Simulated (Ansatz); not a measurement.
# GePbSe2: the cost of one run

Computed with Ansatz 0.2.0 (reference: DFT, HSE06, plane waves, PAW, unless a step's input says otherwise).

5 further runs of the same task are left out: 5 that didn't finish.

### Step 1. Starting point

The structure is tetragonal, space group P4/mmm (No. 123). The conventional cell has a = 4.195 Å, b = 4.195 Å, c = 5.945 Å, α = 90.00°, β = 90.00°, γ = 90.00°. Ge (site symmetry 4/mmm) is surrounded by 6 Se at 2.97 Å. Se (site symmetry 4/mmm) has 4 Pb at 2.97 Å and 2 Ge at 2.97 Å as nearest neighbours. Around Pb (site symmetry 4/mmm) lie 6 Se at 2.97 Å. Se (site symmetry 4/mmm) is surrounded by 4 Ge at 2.97 Å and 2 Pb at 2.97 Å.

Structure file:

```xyz
4
Lattice="4.1950 0.0000 0.0000 0.0000 4.1950 0.0000 0.0000 0.0000 5.9454" Properties=species:S:1:pos:R:3 pbc="T T T"
Ge    0.0000    0.0000    0.0000
Se    0.0000    0.0000    2.9727
Pb    2.0975    2.0975    2.9727
Se    2.0975    2.0975    0.0000
```

### Step 2. Baseline

Contents of input.yaml:

```yaml
crystal:
  lattice:
    - [4.1949806651, 0.0, 0.0]
    - [0.0, 4.1949806651, 0.0]
    - [0.0, 0.0, 5.9453812592]
  atoms:
    - { symbol: Ge, position: [0.0, 0.0, 0.0] }
    - { symbol: Se, position: [0.0, 0.0, 0.5] }
    - { symbol: Pb, position: [0.5, 0.5, 0.5] }
    - { symbol: Se, position: [0.5, 0.5, 0.0] }
kpoints:
  mp_grid: { grid: [4, 4, 2] }
hamiltonian:
  xc: hse06
scf:
  occupations: { method: fermi_dirac, width: 0.02 }
  n_extra_bands: 5
output:
  forces: true
  stress: true
  eigenvalues: true
```

Command:

```console
$ ansatz run input.yaml --threads 4 --pin off --max-ram 3686MiB --backend cpu --events-out ev --progress --plain --runs-dir out
```

**Question.** How long does this run take on 4 threads of an x86-64 CPU, shared host, and how much memory does it need?

About 31 s, with a peak of 1.5 GiB.
